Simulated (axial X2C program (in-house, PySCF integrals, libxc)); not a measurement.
**All-electron X2C curves of TeAl**

What are the state, bond length, wavenumber and bond energy of TeAl, and what does spin–orbit coupling change?

Program: an in-house X2C program for linear molecules on PySCF integrals. Level of theory: all-electron X2C, Te dyall-cv3z, Al dyall-v3z. These are calculated values, not measurements.

## Step 1: Input

The input, task.json:

```json
{"zs": [52, 13], "q": 0, "bas": ["dyall-cv3z", "dyall-v3z"], "levels": ["PBE0", "HF", "BLYP"], "cc": true, "r0": 2.41, "thr": -1.0, "nmax": 90, "npts": 10, "nst": 2, "ntry": 6}
```

Keys: zs atomic numbers; q charge; bas basis sets; levels methods (HF also brings MP2); cc coupled cluster on or off; r0 starting distance in Å; thr threshold in hartree for freezing inner shells (an s shell follows its p shell); nmax most natural virtual spinors; npts points asked for on the curve; nst determinants followed; ntry starts of the search.

On the command line:

```
$ python so2c.py task.json out
```

Spin-free means the one-electron spin-free X2C Hamiltonian; two-component (2c) means X2C with spin–orbit coupling and atomic mean-field two-electron Coulomb and Gaunt terms. Basis: Te dyall-cv3z contracted to [11s12p8d4f1g], Al dyall-v3z contracted to [8s8p2d1f]; Gaussian nuclei, density fitting. Masses: Te 129.906 u, Al 26.982 u.

Notation: σ, π±, δ± give the projection m of an orbital's angular momentum (0, ±1, ±2), α and β its spin, Λ and M_S the sums; ω is the projection of a spinor's total angular momentum and Ω the sum. Logs are in hartree.

The results follow Hamiltonian by Hamiltonian and level by level.

## Step 2: Search for the lowest determinant

Determinants are compared with PBE0 at 2.410 Å.

Spin-free determinants:

```
ΔE (eV)             state                                  open shells
   0.00  M_S = 1/2, Λ = 0                     beyond closed shells: σα
   0.58  M_S = 1/2, Λ = 1          beyond closed shells: π+α, π+β, π-α
   2.64  M_S = 3/2, Λ = 0  beyond closed shells: σα, π+α, π+β, 2 × π-α
   2.64  M_S = 3/2, Λ = 2  beyond closed shells: σα, 2 × π+α, π+β, π-α
   2.85  M_S = 1/2, Λ = 2  beyond closed shells: σα, 2 × π+α, π+β, π-β
   3.28  M_S = 1/2, Λ = 2  beyond closed shells: σα, π+α, 2 × π+β, π-α
```

Two-component determinants:

| ΔE (eV) | state | open shells |
| --- | --- | --- |
| 0.00 | Ω = 1/2 | excess of +ω over −ω: ω = 1/2 |
| 0.43 | Ω = 3/2 | excess of +ω over −ω: ω = 3/2 |
| 2.51 | Ω = 7/2 | excess of +ω over −ω: ω = 1/2, 2 × ω = 3/2 |
| 2.82 | Ω = 3/2 | excess of +ω over −ω: ω = 3/2 |
| 3.02 | Ω = 1/2 | excess of +ω over −ω: 2 × ω = -1/2, ω = 3/2 |
| 3.06 | Ω = 5/2 | excess of +ω over −ω: 2 × ω = 1/2, ω = 3/2 |
| 3.09 | Ω = 5/2 | excess of +ω over −ω: ω = -1/2, 2 × ω = 3/2 |

## Step 3: PBE0, spin-free

State followed: M_S = 1/2, Λ = 0 (beyond closed shells: σα). The scan is laid around 2.406 Å, a first estimate of the minimum, and this SCF restarts from the orbitals of the search.

The SCF at the reference distance of 2.406 Å:

```text
spin-free X2C-1e  PBE0
basis functions 173  fitting functions 938  grid points 5082
iter        total energy     max residual
   1      -7036.247866571     4.98e-01
   2      -7036.254168154     6.26e-04
   3      -7036.254168850     4.43e-04
   4      -7036.254171557     1.88e-04
   5      -7036.254171957     1.03e-04
   6      -7036.254172070     4.01e-05
   7      -7036.254172085     1.52e-05
   8      -7036.254172088     5.19e-06
converged
one-electron -9957.44338919  Coulomb 2968.41321539  exact exchange -48.23766884  xc functional -147.66621082  nuclear repulsion 148.67988137
```

Along the bond, energies from the lowest point:

```csv
R (Å),E (eV),μ (D),HOMO (eV),LUMO (eV),iterations
2.093,0.7701,2.26,-6.70,-3.72,25
2.189,0.2857,2.51,-6.73,-3.88,21
2.262,0.0924,2.70,-6.61,-3.99,19
2.334,0.0060,2.88,-6.50,-4.09,18
2.406,0.0000,3.05,-6.39,-4.18,8
2.490,0.0652,3.26,-6.28,-4.27,18
2.574,0.1835,3.47,-6.17,-4.33,16
2.683,0.3821,3.76,-6.05,-4.38,18
2.815,0.6579,4.15,-5.90,-4.39,18
3.007,1.0691,4.83,-5.69,-4.33,20
```

Dipoles are positive if Al is the positive end.

Outer orbitals at the reference distance:

```json
{"symmetry": "σα", "occupied": "yes", "ε (eV)": "-16.66", "atomic character": "73% Te s, 10% Al p, 10% Al s"}
{"symmetry": "σβ", "occupied": "yes", "ε (eV)": "-16.20", "atomic character": "73% Te s, 10% Al p, 10% Al s"}
{"symmetry": "σα", "occupied": "yes", "ε (eV)": "-10.19", "atomic character": "52% Al s, 37% Te p, 7% Te s"}
{"symmetry": "σβ", "occupied": "yes", "ε (eV)": "-9.27", "atomic character": "48% Al s, 40% Te p, 7% Te s"}
{"symmetry": "σα", "occupied": "yes", "ε (eV)": "-6.97", "atomic character": "42% Al p, 36% Te p, 19% Al s"}
{"symmetry": "π+α", "occupied": "yes", "ε (eV)": "-6.51", "atomic character": "77% Te p, 17% Al p, 5% Al d"}
{"symmetry": "π-α", "occupied": "yes", "ε (eV)": "-6.51", "atomic character": "77% Te p, 17% Al p, 5% Al d"}
{"symmetry": "π-β", "occupied": "yes", "ε (eV)": "-6.39", "atomic character": "77% Te p, 16% Al p, 5% Al d"}
{"symmetry": "π+β", "occupied": "yes", "ε (eV)": "-6.39", "atomic character": "77% Te p, 16% Al p, 5% Al d"}
{"symmetry": "σβ", "occupied": "no", "ε (eV)": "-4.18", "atomic character": "37% Al p, 32% Te p, 26% Al s"}
{"symmetry": "π-α", "occupied": "no", "ε (eV)": "-2.05", "atomic character": "74% Al p, 13% Te p, 6% Al d"}
{"symmetry": "π+α", "occupied": "no", "ε (eV)": "-2.05", "atomic character": "74% Al p, 13% Te p, 6% Al d"}
{"symmetry": "π-β", "occupied": "no", "ε (eV)": "-1.58", "atomic character": "76% Al p, 13% Te p, 6% Te d"}
```

PBE0 fields in the half plane through the axis: z from -2.4 to 4.8 Å across, distance from the axis 0.15 to 2.25 Å upwards; Te lies at z = 0 and Al at z = 2.406 Å; the ELF is damped to zero where the density is low.

log10 density (e/bohr³). Ten even steps from '0' (-4.28 ) to '9' (1.83 ):
```
0011122222222222221111000
0012223333332222222221100
0112233333333333333222110
1122334444444333333332211
1223344555444444444333221
1233445565554444444433221
1233456777655445664443322
1234456898655557875443322
```

ELF. Ten even steps from ' ' (0.00 ) to '@' (0.99 ):
```
        ..--====++====--::::........::::..        
      ..--++**********++==--------==++++++==..    
    ..--++**##########**++++====++##%%%%%%%%**::  
    ::==**##%%%%########**********%%@@@@@@@@%%**::
  ..--++######++++++**######**====**%%@@@@@@@@%%++
  ::==**##**--::::::--++####--      ==@@@@@@@@@@##
  ::==****==::**##**::--**++  --##==  ##@@@@@@@@%%
  ::==****--==++##++==::**==  %%--%%..==@@@@@@@@@@
```

Re = 2.376 Å, ωe = 394 cm⁻¹, ωexe = 1.73 cm⁻¹, Be = 0.1337 cm⁻¹, De = 3.16 eV, μ = 2.98 D.

## Step 4: HF, spin-free

Output at 2.406 Å:

```text
spin-free X2C-1e  HF
basis functions 173  fitting functions 938  grid points 5082
iter        total energy     max residual
   1      -7033.300967797     3.44e-01
   2      -7033.325056555     7.28e-03
   3      -7033.326109917     1.22e-02
   4      -7033.326332604     3.64e-03
   5      -7033.326380951     8.23e-04
   6      -7033.326390868     7.56e-04
   7      -7033.326395776     2.41e-04
   8      -7033.326400226     3.85e-04
   9      -7033.326401899     2.79e-04
  10      -7033.326402341     5.81e-05
  11      -7033.326402424     3.97e-05
  12      -7033.326402453     3.03e-05
  13      -7033.326402466     1.28e-05
  14      -7033.326402471     5.45e-06
  15      -7033.326402472     3.80e-06
  16      -7033.326402472     1.26e-06
converged
one-electron -9956.53308116  Coulomb 2967.56640169  exact exchange -193.03960437  xc functional 0.00000000  nuclear repulsion 148.67988137
```

Re = 2.390 Å, ωe = 358 cm⁻¹, ωexe = 2.44 cm⁻¹, Be = 0.1321 cm⁻¹, De = 1.67 eV, μ = 3.92 D.

## Step 5: BLYP, spin-free

Output at 2.406 Å:

```text
spin-free X2C-1e  BLYP
basis functions 173  fitting functions 938  grid points 5082
iter        total energy     max residual
   1      -7036.949407382     1.48e-01
   2      -7036.954898949     1.55e-02
   3      -7036.956378453     2.72e-02
   4      -7036.956619185     2.79e-03
   5      -7036.956675791     6.11e-03
   6      -7036.956707630     1.06e-03
   7      -7036.956709189     2.85e-04
   8      -7036.956709608     1.70e-04
   9      -7036.956709637     1.30e-05
  10      -7036.956709640     1.25e-05
converged
one-electron -9957.16948699  Coulomb 2968.11733040  exact exchange 0.00000000  xc functional -196.58443443  nuclear repulsion 148.67988137
```

Re = 2.421 Å, ωe = 360 cm⁻¹, ωexe = 1.66 cm⁻¹, Be = 0.1288 cm⁻¹, De = 3.10 eV, μ = 2.75 D.

## Step 6: MP2 and beyond, spin-free

Correlated methods: 9 electrons correlated (frozen shells, counted by type: Te 4 s, 3 p, 2 d; Al 2 s, 1 p), 219 virtual spinors in MP2, 90 natural virtuals in coupled cluster.

Output of the correlated part at 2.406 Å:

```text
correlated 9  virtual 219  natural virtual 90  E(MP2) -0.174149607  MP2 remainder -0.004301401
iter   CCSD correlation   residual
   1     -0.181364671   1.34e-01
   2     -0.187742300   6.24e-02
   3     -0.190314342   3.04e-02
   4     -0.190529653   1.13e-02
   5     -0.190627800   3.82e-03
   6     -0.190634024   1.61e-03
   7     -0.190636090   7.01e-04
   8     -0.190639919   3.37e-04
   9     -0.190637251   1.66e-04
  10     -0.190638351   7.66e-05
  11     -0.190637708   2.72e-05
  12     -0.190637988   1.22e-05
  13     -0.190638007   5.41e-06
(T) -0.012057293  T1 0.0424  D1 0.0650  max T2 0.063
```

T1 in the output is the amplitude norm over the root of the electron number; divide by √2 for the Lee–Taylor value.

MP2: Re = 2.363 Å, ωe = 437 cm⁻¹, Be = 0.1351 cm⁻¹, De = 3.04 eV.

CCSD: Re = 2.395 Å, ωe = 382 cm⁻¹, ωexe = 1.77 cm⁻¹, Be = 0.1315 cm⁻¹, De = 2.72 eV. T1 at Re = 0.030 (Lee–Taylor, the printed value over √2).

CCSD(T): Re = 2.395 Å, ωe = 392 cm⁻¹, ωexe = 1.81 cm⁻¹, Be = 0.1315 cm⁻¹, De = 2.93 eV. T1 at Re = 0.030 (Lee–Taylor, the printed value over √2).

## Step 7: A higher determinant, spin-free

State: M_S = 1/2, Λ = 1 (beyond closed shells: π+α, π+β, π-α).

Output at the reference distance:

```text
spin-free X2C-1e  PBE0
basis functions 173  fitting functions 938  grid points 5082
iter        total energy     max residual
   1      -7036.225952762     4.45e-01
   2      -7036.232544466     5.32e-04
   3      -7036.232547631     2.47e-04
   4      -7036.232548173     1.30e-04
   5      -7036.232548431     3.33e-05
   6      -7036.232548438     2.18e-05
   7      -7036.232548442     2.67e-06
converged
one-electron -9956.45035671  Coulomb 2967.45835251  exact exchange -48.24488716  xc functional -147.67553845  nuclear repulsion 148.67988137
```

```csv
R (Å),E above the lowest PBE0 point (eV)
2.093,2.412
2.189,1.569
2.262,1.126
2.334,0.808
2.406,0.588
2.490,0.430
2.574,0.352
2.683,0.339
2.815,0.416
```

No constants are quoted: too few points lie around the minimum for a second fit to confirm the first.

## Step 8: The spin-free curves together

Energy (eV) of the followed determinant, spin-free, from each level's lowest point:

```csv
R (Å),PBE0,HF,MP2,CCSD,CCSD(T),BLYP
2.093,0.770,0.802,0.815,n/a,n/a,0.935
2.189,0.286,0.307,0.294,0.348,0.360,0.401
2.262,0.092,0.109,0.087,0.131,0.136,0.169
2.334,0.006,0.017,0.000,0.024,0.025,0.044
2.406,0.000,0.000,0.006,0.000,0.000,0.000
2.490,0.065,0.043,0.097,0.046,0.049,0.022
2.574,0.183,0.128,0.242,0.147,0.155,0.100
2.683,0.382,0.275,0.468,0.326,0.343,0.251
2.815,0.658,0.484,0.763,n/a,n/a,0.475
3.007,1.069,0.809,1.186,n/a,n/a,0.820
```

## Step 9: PBE0, 2c

State followed: Ω = 1/2 (excess of +ω over −ω: ω = 1/2). The scan is laid around 2.406 Å, a first estimate of the minimum, and this SCF restarts from the orbitals of the search.

Output at 2.406 Å:

```text
two-component X2C + atomic mean field  PBE0
basis functions 173  fitting functions 938  grid points 5082
iter        total energy     max residual
   1      -7033.369238024     4.25e-01
   2      -7033.375602047     6.08e-04
   3      -7033.375603107     4.31e-04
   4      -7033.375605385     1.84e-04
   5      -7033.375605828     9.34e-05
   6      -7033.375605926     3.21e-05
   7      -7033.375605951     1.48e-05
   8      -7033.375605958     1.09e-05
converged
one-electron -9948.98742463  Coulomb 2966.80097017  exact exchange -48.21012099  xc functional -147.58628339  nuclear repulsion 148.67988137  atomic mean-field constant -4.07262849
```

Along the bond, energies from the lowest point:

```csv
R (Å),E (eV),μ (D),HOMO (eV),LUMO (eV),iterations
2.093,0.8136,2.16,-6.59,-3.70,26
2.189,0.3198,2.39,-6.54,-3.86,24
2.262,0.1176,2.55,-6.43,-3.97,20
2.334,0.0200,2.69,-6.33,-4.06,18
2.406,0.0000,2.81,-6.24,-4.14,8
2.490,0.0440,2.94,-6.16,-4.22,20
2.574,0.1342,3.03,-6.10,-4.27,19
2.683,0.2834,3.09,-5.99,-4.29,20
2.815,0.4754,3.15,-5.82,-4.23,21
3.007,0.7609,3.70,-5.55,-4.03,21
```

Dipoles are positive if Al is the positive end.

Outer spinors at the reference distance:

```
   ω  occupied  ε (eV)              atomic character     λ mixture
 1/2       yes  -16.66  73% Te s, 10% Al p, 10% Al s        100% σ
-1/2       yes  -16.27  73% Te s, 10% Al p, 10% Al s        100% σ
 1/2       yes  -10.15   50% Al s, 39% Te p, 7% Te s        100% σ
-1/2       yes   -9.34   46% Al s, 42% Te p, 7% Te s   99% σ, 1% π
 1/2       yes   -7.05  47% Te p, 32% Al p, 16% Al s  72% σ, 28% π
-1/2       yes   -6.78   74% Te p, 15% Al p, 5% Al d   93% π, 7% σ
 1/2       yes   -6.54   67% Te p, 23% Al p, 4% Al s  72% π, 28% σ
 3/2       yes   -6.31   75% Te p, 19% Al p, 5% Al d        100% π
-3/2       yes   -6.24   76% Te p, 18% Al p, 5% Al d        100% π
-1/2        no   -4.14  37% Al p, 34% Te p, 24% Al s   94% σ, 6% π
-1/2        no   -2.02   77% Al p, 11% Te p, 6% Al d        100% π
 3/2        no   -1.96   73% Al p, 15% Te p, 7% Al d        100% π
 1/2        no   -1.63   78% Al p, 12% Te p, 6% Te d        100% π
```

PBE0 fields in the half plane through the axis: z from -2.4 to 4.8 Å across, distance from the axis 0.15 to 2.25 Å upwards; Te lies at z = 0 and Al at z = 2.406 Å; the ELF is damped to zero where the density is low.

log10 density (e/bohr³). Ten even steps from '0' (-4.26 ) to '9' (1.83 ):
```
0011122222222222211111000
0011223333332222222221100
0112233333333333333222110
1122334444443333333332211
1223344555444444444333221
1233445565554444444433221
1233456777655445654443322
1234456898655457875443322
```

ELF. Ten even steps from ' ' (0.00 ) to '@' (0.99 ):
```
        ..::==========--::::........::::..        
      ..--++**********++==--::::--==++++++==::    
    ..--++**##########**++======++##%%%%%%%%**::  
    ::==**##%%%%########****++++**%%@@@@@@@@%%**::
  ..--++######++++++**####****====**@@@@@@@@@@%%++
  ::==**##**--::::::--++####--      ==@@@@@@@@@@##
  ::==****==::**##**::--**++  --##==  ##@@@@@@@@%%
  ::==****--==++##++==::**==..%%--%%..==@@@@@@@@@@
```

No constants are quoted: the solution changes its character somewhere along the scan, so the fit is set aside.

## Step 10: HF, 2c

Output at 2.406 Å:

```text
two-component X2C + atomic mean field  HF
basis functions 173  fitting functions 938  grid points 5082
iter        total energy     max residual
   1      -7030.419685526     3.98e-01
   2      -7030.443872605     6.91e-03
   3      -7030.445047793     1.46e-02
   4      -7030.445344359     4.96e-03
   5      -7030.445444097     1.43e-03
   6      -7030.445502974     2.90e-03
   7      -7030.445560609     2.09e-03
   8      -7030.445617400     8.04e-04
   9      -7030.445653826     7.37e-04
  10      -7030.445672126     7.27e-04
  11      -7030.445680765     2.80e-04
  12      -7030.445685250     1.89e-04
  13      -7030.445686940     1.65e-04
  14      -7030.445687509     7.27e-05
  15      -7030.445687742     4.94e-05
  16      -7030.445687847     3.92e-05
  17      -7030.445687885     2.38e-05
  18      -7030.445687897     1.07e-05
  19      -7030.445687900     4.45e-06
  20      -7030.445687901     3.24e-06
  21      -7030.445687901     8.01e-07
converged
one-electron -9947.92182766  Coulomb 2965.79915470  exact exchange -192.93026783  xc functional 0.00000000  nuclear repulsion 148.67988137  atomic mean-field constant -4.07262849
```

No constants are quoted: the solution changes its character somewhere along the scan, so the fit is set aside.

## Step 11: BLYP, 2c

Output at 2.406 Å:

```text
two-component X2C + atomic mean field  BLYP
basis functions 173  fitting functions 938  grid points 5082
iter        total energy     max residual
   1      -7034.072269299     1.67e-01
   2      -7034.078080037     1.33e-02
   3      -7034.079293555     2.71e-02
   4      -7034.079485419     2.46e-03
   5      -7034.079536862     6.40e-03
   6      -7034.079564292     7.83e-04
   7      -7034.079567244     5.13e-04
   8      -7034.079568936     2.91e-04
   9      -7034.079569721     2.38e-04
  10      -7034.079569746     3.50e-05
  11      -7034.079569751     9.58e-06
converged
one-electron -9948.72759490  Coulomb 2966.51952509  exact exchange 0.00000000  xc functional -196.47875282  nuclear repulsion 148.67988137  atomic mean-field constant -4.07262849
```

Re = 2.447 Å, ωe = 326 cm⁻¹, ωexe = 2.61 cm⁻¹, Be = 0.1261 cm⁻¹, De = 2.84 eV, μ = 2.55 D.

## Step 12: MP2 and beyond, 2c

Correlated methods: 9 electrons correlated (frozen shells, counted by type: Te 4 s, 3 p, 2 d; Al 2 s, 1 p), 219 virtual spinors in MP2, 90 natural virtuals in coupled cluster.

Output of the correlated part at 2.406 Å:

```text
correlated 9  virtual 219  natural virtual 90  E(MP2) -0.170544100  MP2 remainder -0.004346995
iter   CCSD correlation   residual
   1     -0.179784656   1.32e-01
   2     -0.186735617   6.11e-02
   3     -0.189002815   2.92e-02
   4     -0.189305249   1.24e-02
   5     -0.189426145   5.08e-03
   6     -0.189445411   3.05e-03
   7     -0.189461542   2.07e-03
   8     -0.189472334   1.38e-03
   9     -0.189471021   8.90e-04
  10     -0.189476729   4.93e-04
  11     -0.189478252   2.43e-04
  12     -0.189481272   1.03e-04
  13     -0.189481540   4.53e-05
  14     -0.189482197   2.19e-05
  15     -0.189482301   1.05e-05
  16     -0.189482375   5.54e-06
  17     -0.189482399   3.17e-06
  18     -0.189482406   2.04e-06
(T) -0.011321906  T1 0.0453  D1 0.0646  max T2 0.055
```

MP2: No constants are quoted: the reference changes its character somewhere along the scan, so the fit is set aside.

CCSD: No constants are quoted: the reference changes its character somewhere along the scan, so the fit is set aside.

CCSD(T): No constants are quoted: the reference changes its character somewhere along the scan, so the fit is set aside.

## Step 13: A higher determinant, 2c

State: Ω = 3/2 (excess of +ω over −ω: ω = 3/2).

Output at the reference distance:

```text
two-component X2C + atomic mean field  PBE0
basis functions 173  fitting functions 938  grid points 5082
iter        total energy     max residual
   1      -7033.352919476     3.82e-01
   2      -7033.359548593     5.40e-04
   3      -7033.359551752     2.07e-04
   4      -7033.359552267     1.18e-04
   5      -7033.359552521     3.29e-05
   6      -7033.359552528     2.14e-05
   7      -7033.359552532     2.27e-06
converged
one-electron -9948.15334828  Coulomb 2966.00166149  exact exchange -48.21770757  xc functional -147.59741106  nuclear repulsion 148.67988137  atomic mean-field constant -4.07262849
```

```csv
R (Å),E above the lowest PBE0 point (eV)
2.093,2.263
2.189,1.420
2.262,0.977
2.334,0.657
2.406,0.437
2.490,0.277
2.574,0.197
2.683,0.182
2.815,0.257
```

No constants are quoted: too few points lie around the minimum for a second fit to confirm the first.

## Step 14: The 2c curves together

Energy (eV) of the followed determinant, 2c, from each level's lowest point:

```csv
R (Å),PBE0 (jumps),HF (jumps),MP2 (its reference jumps),CCSD (its reference jumps),CCSD(T) (its reference jumps),BLYP
2.093,0.814,0.889,0.821,n/a,n/a,0.983
2.189,0.320,0.383,0.295,0.393,0.391,0.439
2.262,0.118,0.173,0.085,0.165,0.159,0.197
2.334,0.020,0.062,0.000,0.044,0.037,0.060
2.406,0.000,0.015,0.021,0.000,0.000,0.000
2.490,0.044,0.000,0.147,0.019,0.035,0.000
2.574,0.134,0.008,0.263,0.078,0.111,0.050
2.683,0.283,0.057,0.377,0.173,0.224,0.155
2.815,0.475,0.172,0.521,n/a,n/a,0.311
3.007,0.761,0.411,0.781,n/a,n/a,0.557
```

Time for the job: 2.3 min (1 thread of Arm Neoverse V1, shared host); peak memory 0.58 GiB.

## Step 15: What came out

Lowest determinant that the search found at its distance, spin-free: M_S = 1/2, Λ = 0 (beyond closed shells: σα).

Lowest determinant that the search found at its distance, 2c: Ω = 1/2 (excess of +ω over −ω: ω = 1/2).

| Hamiltonian | level | Re (Å) | ωe (cm⁻¹) | De (eV) | μ (D) |
| --- | --- | --- | --- | --- | --- |
| spin-free | PBE0 | 2.376 | 394 | 3.16 | 2.98 |
| spin-free | HF | 2.390 | 358 | 1.67 | 3.92 |
| spin-free | MP2 | 2.363 | 437 | 3.04 | n/a |
| spin-free | CCSD | 2.395 | 382 | 2.72 | n/a |
| spin-free | CCSD(T) | 2.395 | 392 | 2.93 | n/a |
| spin-free | BLYP | 2.421 | 360 | 3.10 | 2.75 |
| 2c | BLYP | 2.447 | 326 | 2.84 | 2.55 |

Dipoles are positive if Al is the positive end. No constants: 2c PBE0 (the solution changes its character somewhere along the scan, so the fit is set aside); 2c HF (the solution changes its character somewhere along the scan, so the fit is set aside); 2c MP2 (the reference changes its character somewhere along the scan, so the fit is set aside); 2c CCSD (the reference changes its character somewhere along the scan, so the fit is set aside); 2c CCSD(T) (the reference changes its character somewhere along the scan, so the fit is set aside).

Time per point (s) on 1 thread of Arm Neoverse V1, shared host (2c runs); the times are rough: BLYP 0.52.

**Reading.** At BLYP, going from spin-free to two-component changes Re by +26 mÅ, ωe by -9.5 %; at least one of these shifts is too large to ignore. De moves by -0.26 eV; both De rest on single-determinant atoms, which can miss part of an open shell's spin–orbit lowering.

De refers to Te + Al, each in the lowest determinant found, which need not be this curve's own limit. The state is a single determinant with fixed occupations, the lowest that a limited PBE0 search found. De is counted from the lowest determinant-based energies of the atoms at the same level, without counterpoise correction. Density functionals use the spin component along the axis (collinear). Coupled cluster ran in a truncated set of natural virtual spinors; the MP2 energy of the rest was added. At some level an empty orbital lies below a filled one. With the outer-core shells frozen, correlated bond lengths of heavy atoms tend to come out a few hundredths of an ångström too long. T1 at Re is 0.030 (Lee–Taylor), above the customary mark of 0.02.
